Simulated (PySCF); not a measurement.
**MoO₂: triplet, from a linear start**

Where does triplet MoO₂ go from a linear start, is the end point a minimum, and what are its modes, charges and moments?

Program: PySCF 2.14.0. Level of theory: PBE0, basis Mo def2-TZVP with ECP28, O def2-TZVP, scalar-relativistic core potentials, no spin–orbit coupling, density fitting. These are calculated values, not measurements.

**1. The system as given**

3 atoms, charge 0, spin multiplicity 3.

Bond lengths: Mo1–O2 1.780 Å, Mo1–O3 1.780 Å. Angles: O2–Mo1–O3 180.0°.

```xyz
3
charge 0 multiplicity 3
Mo    0.0000    0.0000    0.0000
O     0.0000    0.0000    1.7800
O     0.0000    0.0000   -1.7800
```

**2. Relaxing the triplet from the linear start**

The steps below are one call of a driver around PySCF. For each, scf.py gives the equivalent set-up of the SCF; relaxations use the driver's own optimiser. Before each start the driver seeks the lowest SCF state from one or more starting densities and follows internal instabilities, so scf.py alone need not reach the same state.

The program finds D∞h symmetry in the start, which this walk keeps. The walk stops when the largest gradient is under 0.0003 Eh/bohr and the energy has settled too.

Contents of scf.py:

```python
from pyscf import gto, scf, dft
mol = gto.M(atom='''
Mo     0.000000     0.000000     0.000000
O      0.000000     0.000000     1.780000
O      0.000000     0.000000    -1.780000''',
    basis={'Mo': 'def2-TZVP', 'O': 'def2-TZVP'},
    ecp={'Mo': 'def2-TZVP'},
    charge=0, spin=2)
mf = dft.UKS(mol, xc='PBE0')
mf.grids.atom_grid = (50, 194)
aux = {'Mo': 'def2-universal-JKFIT', 'O': 'def2-universal-JKFIT'}
mf = mf.density_fit(auxbasis=aux)
mf.kernel()
```

Further steps of the session: Vibrations and properties at this point; Leaving the saddle point; Frequencies.

Before running it: what results should come out? Wanted: minimum; geometry; wavenumbers; dipole moment; highest occupied, lowest empty level; polar-tensor charge of Mo1; zero-point energy; atomisation energy; ⟨S²⟩.

**Answer**, as computed:

```
                                          quantity                             value
                                           minimum                      triplet, C2v
                                          geometry  Mo–O 1.684 Å (×2); O–Mo–O 114.5°
                                wavenumbers (cm⁻¹)     311 (a1), 979 (b2), 1038 (a1)
                                     dipole moment                            4.54 D
highest occupied, lowest empty level (either spin)                   -6.64, -3.57 eV
                        polar-tensor charge of Mo1                           +1.53 e
                                 zero-point energy                       13.9 kJ/mol
                               entropy at 298.15 K                   276.1 J/(mol K)
         atomisation energy (no zero-point energy)                       1089 kJ/mol
                                              ⟨S²⟩                             2.014
```

What this shows: The linear start (D∞h) ends in a minimum of C2v symmetry, after a stop at a second-order saddle point 115.3 kJ/mol higher, from which it was pushed off along an imaginary mode. The strongest infrared band lies at 979 cm⁻¹ (b2, stretch). Most of the spin sits on Mo1 (Mulliken spin 2.02, against 2 for the whole molecule). Only this shape and spin were tried, so other structures or states may lie lower. Open d and f shells are described by one determinant, and the ground state may have another occupation or spin.
